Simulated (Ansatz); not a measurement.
# C₂H₈ClInS: single points with varied inputs

Aim: run C₂H₈ClInS under a spread of inputs, and see what each costs and gives.

Program: Ansatz 0.2.0, Gaussian basis. Level of theory: the settings change from run to run. These are calculated values, not measurements.

## (1) The relaxed structure

The structure was relaxed beforehand with PBE0-D4 in a triple-zeta def2 set. In takes a core potential in def2 sets; no spin-orbit term is included.

13 atoms, charge 0, spin multiplicity 1.

Atoms are counted from 1 here; the program's logs count them from 0.

Bond lengths: C1–In2 2.140 Å, C1–H6 1.091 Å, C1–H7 1.090 Å, C1–H8 1.091 Å, In2–C3 2.142 Å, In2–S4 2.890 Å, In2–Cl5 2.414 Å, C3–H9 1.091 Å, C3–H10 1.090 Å, C3–H11 1.091 Å, S4–H12 1.343 Å, S4–H13 1.348 Å. Angles: In2–C1–H6 111.1°, In2–C1–H7 109.0°, In2–C1–H8 109.8°, H6–C1–H7 109.6°, H6–C1–H8 108.7°, H7–C1–H8 108.6°, C1–In2–C3 138.3°, C1–In2–S4 98.2°, C1–In2–Cl5 109.6°, C3–In2–S4 98.2°, C3–In2–Cl5 109.7°, S4–In2–Cl5 85.7°, In2–C3–H9 110.0°, In2–C3–H10 109.1°, In2–C3–H11 111.1°, H9–C3–H10 108.5°, H9–C3–H11 108.5°, H10–C3–H11 109.7° and more.

As a file:

```mol
C2H8ClInS
  3D, bonds by distance, orders not assigned

 13 12  0  0  0  0  0  0  0  0999 V2000
   -1.7203    0.8325   -1.2354 C   0  0
    0.1399    0.1092   -0.4634 In  0  0
    1.1708   -1.7579   -0.2640 C   0  0
   -0.3570    0.6066    2.3393 S   0  0
    1.7200    1.9288   -0.3188 Cl  0  0
   -2.5518    0.2101   -0.9030 H   0  0
   -1.8724    1.8568   -0.8952 H   0  0
   -1.6940    0.8290   -2.3262 H   0  0
    1.4792   -2.1197   -1.2461 H   0  0
    2.0626   -1.6092    0.3450 H   0  0
    0.5325   -2.5122    0.1982 H   0  0
    0.7189   -0.1024    2.7194 H   0  0
    0.3918    1.6936    2.0651 H   0  0
  1  2  8  0
  2  3  8  0
  2  4  8  0
  2  5  8  0
  1  6  8  0
  1  7  8  0
  1  8  8  0
  3  9  8  0
  3 10  8  0
  3 11  8  0
  4 12  8  0
  4 13  8  0
M  END
```

## (2) PBE0-DH/STO-3G

Options: charge -1, multiplicity 2.

File in.yaml:

```yaml
crystal:
  periodic: [false, false, false]
  atoms:
    - {symbol: C, position_ang: [-1.720253, 0.832523, -1.235408]}
    - {symbol: In, position_ang: [0.139869, 0.109191, -0.463401]}
    - {symbol: C, position_ang: [1.170796, -1.757906, -0.264017]}
    - {symbol: S, position_ang: [-0.357046, 0.606607, 2.339260]}
    - {symbol: Cl, position_ang: [1.720027, 1.928763, -0.318766]}
    - {symbol: H, position_ang: [-2.551768, 0.210085, -0.903048]}
    - {symbol: H, position_ang: [-1.872380, 1.856844, -0.895180]}
    - {symbol: H, position_ang: [-1.693968, 0.829047, -2.326211]}
    - {symbol: H, position_ang: [1.479170, -2.119663, -1.246149]}
    - {symbol: H, position_ang: [2.062638, -1.609162, 0.345020]}
    - {symbol: H, position_ang: [0.532541, -2.512203, 0.198176]}
    - {symbol: H, position_ang: [0.718911, -0.102421, 2.719398]}
    - {symbol: H, position_ang: [0.391763, 1.693595, 2.065125]}
basis:
  gaussian: {orbitals: STO-3G}
total_charge: -1
magnetization: {spin_polarized: true, initial_magnetization: 1}
hamiltonian: {xc: {name: PBE0-DH}}
output: {forces: true}
```

The run is started by

```
$ ansatz run in.yaml --threads 4 --pin off --events-out ev --progress --plain --max-ram 11315MiB
```

What it wrote (excerpt; [...] marks lines left out):

```text
Functional definition: PBE0-DH
  name "PBE0-DH"
  cite "Brémond & Adamo, J. Chem. Phys. 135, 024106 (2011) doi:10.1063/1.3604569"
  cite "Perdew, Burke & Ernzerhof, Phys. Rev. Lett. 77, 3865 (1996) doi:10.1103/PhysRevLett.77.3865"
[...]
812 factors; integrals over basis functions are off by at most 6.6e-5 eV
[...]
mean field -179951.17538581 eV, -6613.0837201408 hartree, gradient 1.8e-6 eV, S^2 0.759394; 1 other end points of the search recorded, 0 dependent functions left out
30 core orbitals not correlated: weight in the atoms' cores, before any rotation towards them, 1.000 or more for the frozen orbitals, at most 0.000 for the correlated occupied ones
reference -179951.17539937 eV, -6613.0837206391 hartree; 22, 21 occupied and 11, 12 virtual orbitals, 812 factors
second order -5.64482116 eV of doubles, -0.00000000 eV of singles
[...]
Total energy: -179951.88100201 eV, -6613.1096510580 hartree
Atom 0 at    -1.720253     0.832523    -1.235408 Å, force     1.982445    -0.751412     0.536918 eV/Å
Atom 1 at     0.139869     0.109191    -0.463401 Å, force    -0.092391    -1.117622    -2.584076 eV/Å
Atom 2 at     1.170796    -1.757906    -0.264017 Å, force    -1.010569     1.891644    -0.462539 eV/Å
Atom 3 at    -0.357046     0.606607     2.339260 Å, force    -0.432912     0.570432     2.457677 eV/Å
Atom 4 at     1.720027     1.928763    -0.318766 Å, force    -0.059036     0.046879     0.314579 eV/Å
Atom 5 at    -2.551768     0.210085    -0.903048 Å, force    -0.249885     0.218312    -0.125458 eV/Å
Atom 6 at    -1.872380     1.856844    -0.895180 Å, force    -0.352853     0.036022    -0.127223 eV/Å
Atom 7 at    -1.693968     0.829047    -2.326211 Å, force    -0.522149     0.197829    -0.051715 eV/Å
Atom 8 at     1.479170    -2.119663    -1.246149 Å, force     0.232031    -0.445960     0.192501 eV/Å
Atom 9 at     2.062638    -1.609162     0.345020 Å, force     0.087700    -0.362749     0.037216 eV/Å
Atom 10 at     0.532541    -2.512203     0.198176 Å, force     0.273470    -0.244747     0.055187 eV/Å
Atom 11 at     0.718911    -0.102421     2.719398 Å, force     0.057868     0.015292    -0.076342 eV/Å
Atom 12 at     0.391763     1.693595     2.065125 Å, force     0.086280    -0.053919    -0.166726 eV/Å
Dipole moment:    -0.317748    -0.285926     0.736138 e Å
```

It took 5.5 s on 4 threads of Arm Neoverse V2, shared host.

Largest force 2.817 eV/Å, ⟨S²⟩ 0.759.

## (3) B3LYP5/def2-TZVP

This run has high accuracy.

Edit in.yaml of step 2 so:

```diff
@@ -17,6 +17,5 @@
 basis:
-  gaussian: {orbitals: STO-3G}
-total_charge: -1
-magnetization: {spin_polarized: true, initial_magnetization: 1}
-hamiltonian: {xc: {name: PBE0-DH}}
+  gaussian: {orbitals: def2-TZVP}
+hamiltonian: {xc: {name: B3LYP5}}
+accuracy: high
 output: {forces: true}
```

The command is unchanged.

What it wrote (excerpt; [...] marks lines left out):

```text
Functional definition: B3LYP5
  name "B3LYP5"
  cite "Stephens, Devlin, Chabalowski & Frisch, J. Phys. Chem. 98, 11623 (1994) doi:10.1021/j100096a001"
  cite "Becke, Phys. Rev. A 38, 3098 (1988) doi:10.1103/PhysRevA.38.3098"
  cite "Lee, Yang & Parr, Phys. Rev. B 37, 785 (1988) doi:10.1103/PhysRevB.37.785"
  cite "Vosko, Wilk & Nusair, Can. J. Phys. 58, 1200 (1980) doi:10.1139/p80-159"
[...]
4414 factors; integrals over basis functions are off by at most 2.7e-8 eV
[...]
mean field -30735.29818876 eV, -1129.5013753035 hartree, gradient 2.2e-8 eV, S^2 0.000000; 0 other end points of the search recorded, 0 dependent functions left out
[...]
reference -30735.29824397 eV, -1129.5013773326 hartree; 37, 37 occupied and 197, 197 virtual orbitals, 4414 factors
Total energy: -30735.29824397 eV, -1129.5013773326 hartree
[...]
Atom 3 at    -0.357046     0.606607     2.339260 Å, force    -0.041003     0.030218     0.179973 eV/Å
Atom 4 at     1.720027     1.928763    -0.318766 Å, force     0.228249     0.246962    -0.026827 eV/Å
Atom 5 at    -2.551768     0.210085    -0.903048 Å, force     0.008762     0.016025    -0.012972 eV/Å
Atom 6 at    -1.872380     1.856844    -0.895180 Å, force    -0.010836    -0.024083    -0.015344 eV/Å
Atom 7 at    -1.693968     0.829047    -2.326211 Å, force    -0.009417     0.002105     0.020615 eV/Å
Atom 8 at     1.479170    -2.119663    -1.246149 Å, force    -0.003595    -0.002072     0.020332 eV/Å
Atom 9 at     2.062638    -1.609162     0.345020 Å, force    -0.017546    -0.018117    -0.013892 eV/Å
Atom 10 at     0.532541    -2.512203     0.198176 Å, force     0.016996     0.005546    -0.009501 eV/Å
Atom 11 at     0.718911    -0.102421     2.719398 Å, force     0.007433    -0.024069     0.034990 eV/Å
Atom 12 at     0.391763     1.693595     2.065125 Å, force    -0.013579     0.023111     0.025167 eV/Å
Dipole moment:    -0.396899    -0.505309     0.374295 e Å
```

Run time: 23 s. Hardware: 4 threads of Arm Neoverse V2, shared host; peak memory 1.7 GiB.

Largest force 0.337 eV/Å, dipole 3.57 D.

## (4) MP2/def2-SVPD

Edit in.yaml of step 3 so:

```diff
@@ -17,5 +17,5 @@
 basis:
-  gaussian: {orbitals: def2-TZVP}
-hamiltonian: {xc: {name: B3LYP5}}
-accuracy: high
+  gaussian: {orbitals: def2-SVPD}
+hamiltonian: {xc: {name: HF}}
+correlation: {method: mp2}
 output: {forces: true}
```

Launched as before.

What it wrote (excerpt; [...] marks lines left out):

```text
Functional definition: HF
  name "HF"
  cite "Fock, Z. Phys. 61, 126 (1930) doi:10.1007/BF01340294"
  parent pbe
[...]
1956 factors; integrals over basis functions are off by at most 1.2e-3 eV
[...]
mean field -30650.24176702 eV, -1126.3756094581 hartree, gradient 2.6e-6 eV, S^2 0.000000; 0 other end points of the search recorded, 0 dependent functions left out
16 core orbitals not correlated: weight in the atoms' cores, before any rotation towards them, 1.000 or more for the frozen orbitals, at most 0.000 for the correlated occupied ones
reference -30650.24176702 eV, -1126.3756094581 hartree; 21, 21 occupied and 153, 153 virtual orbitals, 1956 factors
second order -19.50786222 eV of doubles, -0.00000000 eV of singles
[...]
Total energy: -30669.74962925 eV, -1127.0925101719 hartree
Atom 0 at    -1.720253     0.832523    -1.235408 Å, force     0.098124    -0.093325     0.033826 eV/Å
[...]
Atom 3 at    -0.357046     0.606607     2.339260 Å, force    -0.059099     0.011577     0.024977 eV/Å
Atom 4 at     1.720027     1.928763    -0.318766 Å, force     0.292895     0.328933     0.020737 eV/Å
Atom 5 at    -2.551768     0.210085    -0.903048 Å, force    -0.257854    -0.139225     0.066524 eV/Å
Atom 6 at    -1.872380     1.856844    -0.895180 Å, force    -0.069262     0.285160     0.084974 eV/Å
Atom 7 at    -1.693968     0.829047    -2.326211 Å, force    -0.040077     0.019830    -0.288535 eV/Å
Atom 8 at     1.479170    -2.119663    -1.246149 Å, force     0.102063    -0.135287    -0.238358 eV/Å
Atom 9 at     2.062638    -1.609162     0.345020 Å, force     0.252692     0.011359     0.171675 eV/Å
Atom 10 at     0.532541    -2.512203     0.198176 Å, force    -0.138219    -0.235297     0.127005 eV/Å
Atom 11 at     0.718911    -0.102421     2.719398 Å, force     0.049299    -0.044506     0.030892 eV/Å
Atom 12 at     0.391763     1.693595     2.065125 Å, force     0.000074     0.053312     0.027666 eV/Å
Dipole moment:    -0.408131    -0.520866     0.376427 e Å
```

It took 9.5 s on 4 threads of Arm Neoverse V2, shared host; peak memory 0.7 GiB.

Largest force 0.441 eV/Å, dipole 3.66 D.

## (5) B97M-V/def2-mTZVPP

Options: relativity set to scalar.

Edit in.yaml of step 4 so:

```diff
@@ -17,5 +17,4 @@
 basis:
-  gaussian: {orbitals: def2-SVPD}
-hamiltonian: {xc: {name: HF}}
-correlation: {method: mp2}
+  gaussian: {orbitals: def2-mTZVPP}
+hamiltonian: {xc: {name: B97M-V}, pseudopotentials: {relativity: scalar}}
 output: {forces: true}
```

The command is unchanged.

What it wrote (excerpt; [...] marks lines left out):

```text
Functional definition: B97M-V
  name "B97M-V"
  cite "Mardirossian & Head-Gordon, J. Chem. Phys. 142, 074111 (2015) doi:10.1063/1.4907719"
  cite "Becke, J. Chem. Phys. 107, 8554 (1997) doi:10.1063/1.475007"
  cite "Vydrov & Van Voorhis, J. Chem. Phys. 133, 244103 (2010) doi:10.1063/1.3521275"
  # Of w^i u^j: cxij and so on, Table III.
[...]
  gx(w, u) = cx00 + cx01*u + cx02*u^2 + (cx10 + cx11*u)*w
  gss(w, u) = css00 + css02*u^2 + css10*w + (css32*w^3 + css42*w^4)*u^2
  gos(w, u) = cos00 + cos01*u + cos03*u^3 + cos10*w + cos32*w^3*u^2
[...]
      + integral(e_c_pw_mod_opposite_spin*gos(b97_w_opposite, b97_u_opposite)) + vv10(b, c)
1706 factors; their error is unknown
[...]
mean field -30794.69886837 eV, -1131.6843100160 hartree, gradient 1.5e-5 eV, S^2 0.000000; 0 other end points of the search recorded, 0 dependent functions left out
[...]
Atom 3 at    -0.357046     0.606607     2.339260 Å, force    -0.042488     0.016279     0.108344 eV/Å
Atom 4 at     1.720027     1.928763    -0.318766 Å, force     0.170162     0.192577     0.006989 eV/Å
Atom 5 at    -2.551768     0.210085    -0.903048 Å, force     0.060052     0.109794    -0.068706 eV/Å
Atom 6 at    -1.872380     1.856844    -0.895180 Å, force    -0.028583    -0.115398    -0.067083 eV/Å
Atom 7 at    -1.693968     0.829047    -2.326211 Å, force    -0.057242     0.025228     0.133997 eV/Å
Atom 8 at     1.479170    -2.119663    -1.246149 Å, force    -0.010418    -0.004545     0.146699 eV/Å
Atom 9 at     2.062638    -1.609162     0.345020 Å, force    -0.088003    -0.065799    -0.072457 eV/Å
Atom 10 at     0.532541    -2.512203     0.198176 Å, force     0.118788     0.048728    -0.054861 eV/Å
Atom 11 at     0.718911    -0.102421     2.719398 Å, force     0.010138     0.006789    -0.003886 eV/Å
Atom 12 at     0.391763     1.693595     2.065125 Å, force     0.009537    -0.001685     0.014305 eV/Å
Dipole moment:    -0.396298    -0.499121     0.389505 e Å
```

It took 11 s on 4 threads of Arm Neoverse V2, shared host.

Largest force 0.280 eV/Å, dipole 3.59 D.

## (6) wB97X-V/ANO-RCC-VTZP

Edit in.yaml of step 5 so:

```diff
@@ -17,4 +17,4 @@
 basis:
-  gaussian: {orbitals: def2-mTZVPP}
-hamiltonian: {xc: {name: B97M-V}, pseudopotentials: {relativity: scalar}}
+  gaussian: {orbitals: ANO-RCC-VTZP}
+hamiltonian: {xc: {name: wB97X-V}}
 output: {forces: true}
```

The command is unchanged.

What it wrote (excerpt; [...] marks lines left out):

```text
Functional definition: wB97X-V
  name "wB97X-V"
  cite "Mardirossian & Head-Gordon, Phys. Chem. Chem. Phys. 16, 9904 (2014) doi:10.1039/C3CP54374A"
  cite "Becke, J. Chem. Phys. 107, 8554 (1997) doi:10.1063/1.475007"
  cite "Vydrov & Van Voorhis, J. Chem. Phys. 133, 244103 (2010) doi:10.1063/1.3521275"
[...]
      + integral(e_c_pw_opposite_spin*poly(b97_u_opposite, cos0, cos1)) + vv10(b, c)
2285 factors; their error is unknown
531 factors; integrals over basis functions are off by at most 7.3e-6 eV
[...]
mean field -185652.26338278 eV, -6822.5948396932 hartree, gradient 3.8e-5 eV, S^2 0.000000; 0 other end points of the search recorded, 0 dependent functions left out
[...]
reference -185652.26337879 eV, -6822.5948395467 hartree; 51, 51 occupied and 257, 257 virtual orbitals, 2285 factors
Total energy: -185652.26337879 eV, -6822.5948395467 hartree
Relativity: scalar
[...]
Atom 3 at    -0.357046     0.606607     2.339260 Å, force     0.128517     0.041551    -0.003702 eV/Å
Atom 4 at     1.720027     1.928763    -0.318766 Å, force    -0.010889    -0.023152    -0.016356 eV/Å
Atom 5 at    -2.551768     0.210085    -0.903048 Å, force    -0.033040     0.006601    -0.009076 eV/Å
Atom 6 at    -1.872380     1.856844    -0.895180 Å, force    -0.020694     0.020423    -0.002866 eV/Å
Atom 7 at    -1.693968     0.829047    -2.326211 Å, force    -0.025012     0.011967    -0.016049 eV/Å
Atom 8 at     1.479170    -2.119663    -1.246149 Å, force     0.015936    -0.025763    -0.003547 eV/Å
Atom 9 at     2.062638    -1.609162     0.345020 Å, force     0.023846    -0.015874     0.013252 eV/Å
Atom 10 at     0.532541    -2.512203     0.198176 Å, force     0.008194    -0.032835     0.008439 eV/Å
Atom 11 at     0.718911    -0.102421     2.719398 Å, force    -0.058997     0.023131    -0.006823 eV/Å
Atom 12 at     0.391763     1.693595     2.065125 Å, force    -0.071056    -0.053336     0.052077 eV/Å
Dipole moment:    -0.419074    -0.529684     0.374482 e Å
```

Wall time 54 s (4 threads of Arm Neoverse V2, shared host); peak memory 2.5 GiB.

Largest force 0.146 eV/Å, dipole 3.71 D.

## (7) CAM-B3LYP/STO-3G

Options: D3(BJ) with three-body dispersion, the search for lower states set to light.

Edit in.yaml of step 6 so:

```diff
@@ -17,4 +17,4 @@
 basis:
-  gaussian: {orbitals: ANO-RCC-VTZP}
-hamiltonian: {xc: {name: wB97X-V}}
-output: {forces: true}
+  gaussian: {orbitals: STO-3G}
+hamiltonian: {xc: {name: CAM-B3LYP}, dispersion: d3bjatm}
+scf: {lower_state_search: light}
```

Launched as before.

What it wrote (excerpt; [...] marks lines left out):

```text
Functional definition: CAM-B3LYP
  name "CAM-B3LYP"
  cite "Yanai, Tew & Handy, Chem. Phys. Lett. 393, 51 (2004) doi:10.1016/j.cplett.2004.06.011"
  cite "Iikura, Tsuneda, Yanai & Hirao, J. Chem. Phys. 115, 3540 (2001) doi:10.1063/1.1383587"
  cite "Becke, Phys. Rev. A 38, 3098 (1988) doi:10.1103/PhysRevA.38.3098"
  cite "Lee, Yang & Parr, Phys. Rev. B 37, 785 (1988) doi:10.1103/PhysRevB.37.785"
  cite "Vosko, Wilk & Nusair, Can. J. Phys. 58, 1200 (1980) doi:10.1139/p80-159"
[...]
  # Exact exchange under (alpha + beta erf(omega r))/r, Becke's under what is left of 1/r.
[...]
810 factors; integrals over basis functions are off by at most 1.0e-4 eV
251 factors; integrals over basis functions are off by at most 2.3e-6 eV
[...]
mean field -179979.20286314 eV, -6614.1137109350 hartree, gradient 1.7e-5 eV, S^2 0.000000; 0 other end points of the search recorded, 0 dependent functions left out
reference -179979.20297770 eV, -6614.1137151451 hartree; 51, 51 occupied and 12, 12 virtual orbitals, 810 factors
Total energy: -179979.50868898 eV, -6614.1249498275 hartree
```

Run time: 1.2 s. Hardware: 4 threads of Arm Neoverse V2, shared host.

## (8) PBE-QIDH/def2-TZVP

Set apart from the defaults: multiplicity 3, a point charge of -1.00 e beside it.

Edit in.yaml of step 7 so:

```diff
@@ -17,4 +17,4 @@
 basis:
-  gaussian: {orbitals: STO-3G}
-hamiltonian: {xc: {name: CAM-B3LYP}, dispersion: d3bjatm}
-scf: {lower_state_search: light}
+  gaussian: {orbitals: def2-TZVP, point_charges: [{charge: -1.00, position_ang: [5.416, -0.803, -0.359]}]}
+magnetization: {spin_polarized: true, initial_magnetization: 2}
+hamiltonian: {xc: {name: PBE-QIDH}}
```

The command is unchanged.

What it wrote (excerpt; [...] marks lines left out):

```text
Functional definition: PBE-QIDH
  name "PBE-QIDH"
  cite "Brémond, Sancho-García, Pérez-Jiménez & Adamo, J. Chem. Phys. 141, 031101 (2014) doi:10.1063/1.4890314"
  cite "Perdew, Burke & Ernzerhof, Phys. Rev. Lett. 77, 3865 (1996) doi:10.1103/PhysRevLett.77.3865"
[...]
1702 factors; integrals over basis functions are off by at most 1.3e-3 eV
[...]
mean field -30702.58976384 eV, -1128.2993628584 hartree, gradient 8.6e-6 eV, S^2 2.032380; 8 other end points of the search recorded, 0 dependent functions left out
16 core orbitals not correlated: weight in the atoms' cores, before any rotation towards them, 1.000 or more for the frozen orbitals, at most 0.000 for the correlated occupied ones
reference -30702.58979002 eV, -1128.2993638203 hartree; 22, 20 occupied and 196, 198 virtual orbitals, 1702 factors
second order -30.85343075 eV of doubles, -0.00000000 eV of singles
Total energy: -30712.87426693 eV, -1128.6773113760 hartree
```

Run time: 63 s. Hardware: 4 threads of Arm Neoverse V2, shared host; peak memory 1.2 GiB.

⟨S²⟩ 2.032.

## (9) The runs in one table

| level | charge | multiplicity | geometry | functions | energy (eV) | time |
| --- | --- | --- | --- | --- | --- | --- |
| PBE0-DH/STO-3G | -1 | 2 | relaxed | 63 | -179951.881 | 5.5 s |
| B3LYP5/def2-TZVP | 0 | 1 | relaxed | 234 | -30735.298 | 23 s |
| MP2/def2-SVPD | 0 | 1 | relaxed | 190 | -30669.750 | 9.5 s |
| B97M-V/def2-mTZVPP | 0 | 1 | relaxed | 168 | -30794.699 | 11 s |
| wB97X-V/ANO-RCC-VTZP | 0 | 1 | relaxed | 308 | -185652.263 | 54 s |
| CAM-B3LYP/STO-3G | 0 | 1 | relaxed | 63 | -179979.509 | 1.2 s |
| PBE-QIDH/def2-TZVP | 0 | 3 | relaxed, point charge | 234 | -30712.874 | 63 s |

## (10) Results

```
                                         quantity                     value
                                             runs                         7
                                         quickest   CAM-B3LYP/STO-3G, 1.2 s
                                          slowest  PBE-QIDH/def2-TZVP, 63 s
spread of total energies, same state and geometry               154982.5 eV
                  dipole, same state and geometry            3.57 to 3.71 D
```

In words: Run time spans a factor of 54, from CAM-B3LYP/STO-3G to PBE-QIDH/def2-TZVP. The jobs differ in tasks and options as well as level. The totals spread over 154983 eV; they can't be compared across methods or bases. Some of these runs are scalar-relativistic and others not, which shifts the totals of all-electron atoms past neon by several eV an atom and more; core potentials, where a basis has them, take the core out of the total altogether. At the PBE0-D4/def2-TZVP geometry and in the same state, the sound runs without point charges leave forces up to 0.44 eV/Å (MP2/def2-SVPD). At that geometry and state the dipole changes by 4 % between the lowest and highest value.
